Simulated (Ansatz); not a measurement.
**AlAsH₂ (quintet): wave-function methods side by side, cc-pVTZ**

An exercise on one series of results from a longer session: the logs are not shown, and one member is left open.

Method: cc-pVTZ, core rule «outside noble gas», up to 19 orbitals frozen; program: Ansatz 0.2.0, Gaussian basis.

Plan: UHF; CCSD(T) on ROHF; CCSD(T) on UHF; BCCD(T) on ROHF; CCSDT(Q) on ROHF; CCSDT(Q) on UHF.

14 further runs of the same task are left out: 8 for a known fault of the program, 6 set aside as unsound or not needed.

## The system

The geometry is a PBE0/def2-TZVP stationary point (not a proven minimum) of the parent state, kept for this charge and spin. No spin-orbit coupling is included. The filled d shell of As may be among the frozen orbitals whatever the setting's name suggests; the logs give the count.

4 atoms, charge 0, spin multiplicity 5.

Atoms are counted from 1 here; the program's logs count them from 0.

Bond lengths: Al1–As2 2.466 Å, Al1–H3 1.609 Å, As2–H4 1.527 Å. Angles: As2–Al1–H3 114.8°, Al1–As2–H4 93.0°.

Set-up of the first run:

in.yaml

```yaml
crystal:
  periodic: [false, false, false]
  atoms:
    - {symbol: Al, position_ang: [0.000000, -0.143301, 1.790435]}
    - {symbol: As, position_ang: [0.000000, 0.054308, -0.667817]}
    - {symbol: H, position_ang: [0.000000, 1.258720, 2.580257]}
    - {symbol: H, position_ang: [0.000000, -1.459507, -0.868621]}
basis:
  gaussian: {orbitals: cc-pVTZ}
magnetization: {spin_polarized: true, initial_magnetization: 4}
hamiltonian: {xc: hf}
output: {orbitals: {seedname: orbitals}}
```

On the command line:

```sh
$ ansatz run in.yaml --threads 1 --pin off --events-out ev --progress --plain --max-ram 4096MiB --backend cpu
```

Among the steps run: UHF; CCSD(T) on ROHF; CCSD(T) on UHF; BCCD(T) on ROHF; CCSDT(Q) on ROHF; CCSDT(Q) on UHF.

One table of the session follows, with a row left open; its other results are not shown here.

It belongs to the step «Misses and costs». 

| method | from UCCSDT(Q) (meV) |
| --- | --- |
| ROHF | +5475.6 |
| UHF | +5292.8 |
| RMP2 | +1202.9 |
| UMP2 | +1208.7 |
| RCCSD | ? |
| UCCSD | +253.5 |
| RCCSD(T) | +67.2 |
| UCCSD(T) | +57.0 |
| BCCD(T) | +64.3 |
| RCCSDT | +19.7 |
| UCCSDT | +8.8 |
| RCCSDT(Q) | +11.3 |
| UCCSDT(Q) | 0 |

Q: Estimate the row for RCCSD from the others.

The run gave: from UCCSDT(Q) (meV): +269.6. In the column «from UCCSDT(Q) (meV)» it lies between UCCSD (+253.5) and RMP2 (+1202.9).

Limits of these values: Restricted and unrestricted rows rest on different reference determinants; where their highest levels disagree by more than a few hundredths of an eV, they describe different states and don't form one ladder.
